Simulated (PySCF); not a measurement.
# C10H13BF3Se: the cost of one run

Programs: PySCF 2.14.0, with density-fitted response routines of our own. Each step states its level of theory. These are calculated values for one molecule in the gas phase, unless marked as measured. Atoms are numbered from 0 throughout.

3 further runs of the same task are left out: 3 for a faulty analytic Hessian.

**1. The starting structure**

28 atoms, charge -1, multiplicity 1; geometry from: GFN2-xTB.

Bonds of the start (Å): C0–C1 1.52, C1–C2 1.52, C2–C3 1.52, C3–Se4 1.99, Se4–C5 1.94, C5–C6 1.39, C6–C7 1.38, C7–C8 1.39, C8–B9 1.64, B9–F10 1.40, B9–F11 1.41, B9–F12 1.41, C8–C13 1.39, C13–C14 1.38, C14–C5 1.38, C0–H15 1.09, C0–H16 1.09, C0–H17 1.09, C1–H18 1.09, C1–H19 1.09, C2–H20 1.09, C2–H21 1.10, C3–H22 1.09, C3–H23 1.09, C6–H24 1.08, C7–H25 1.08, C13–H26 1.08, C14–H27 1.08.

**2. Geometry optimisation at PBE0-D3(BJ)/def2-SVP**

Job settings and geometry (Å):

```
{"job": {"xc": "PBE0", "basis": "def2-SVP", "d3": "d3bj", "grid": 1, "kind": "geom"}, "charge": -1, "multiplicity": 1}
C     -5.518470     0.642810     1.018810
C     -4.058020     0.253710     0.830990
C     -3.864040    -1.258780     0.840110
C     -2.413270    -1.659200     0.631110
Se    -1.733300    -1.188580    -1.177600
C     -0.054380    -0.393180    -0.620830
C      0.788200    -1.098020     0.223000
C      1.964760    -0.509070     0.647410
C      2.338120     0.767020     0.232940
B      3.748300     1.431690     0.747610
F      3.818610     2.796290     0.432260
F      4.845290     0.787100     0.146750
F      3.879750     1.298460     2.141460
C      1.478390     1.436110    -0.632620
C      0.289010     0.873310    -1.061050
H     -5.894350     0.271490     1.970980
H     -5.629940     1.724630     1.005770
H     -6.131580     0.224070     0.222910
H     -3.454510     0.700010     1.624380
H     -3.693100     0.645570    -0.121410
H     -4.481690    -1.708030     0.056720
H     -4.199020    -1.665200     1.800340
H     -2.291690    -2.738640     0.749580
H     -1.753810    -1.143620     1.330560
H      0.520990    -2.096520     0.548460
H      2.618230    -1.048990     1.318710
H      1.749420     2.428090    -0.965710
H     -0.374420     1.409820    -1.728140
```

Q: Estimate the wall time of this first job on 8 threads of Arm Neoverse V2, shared host.

About 14 min.
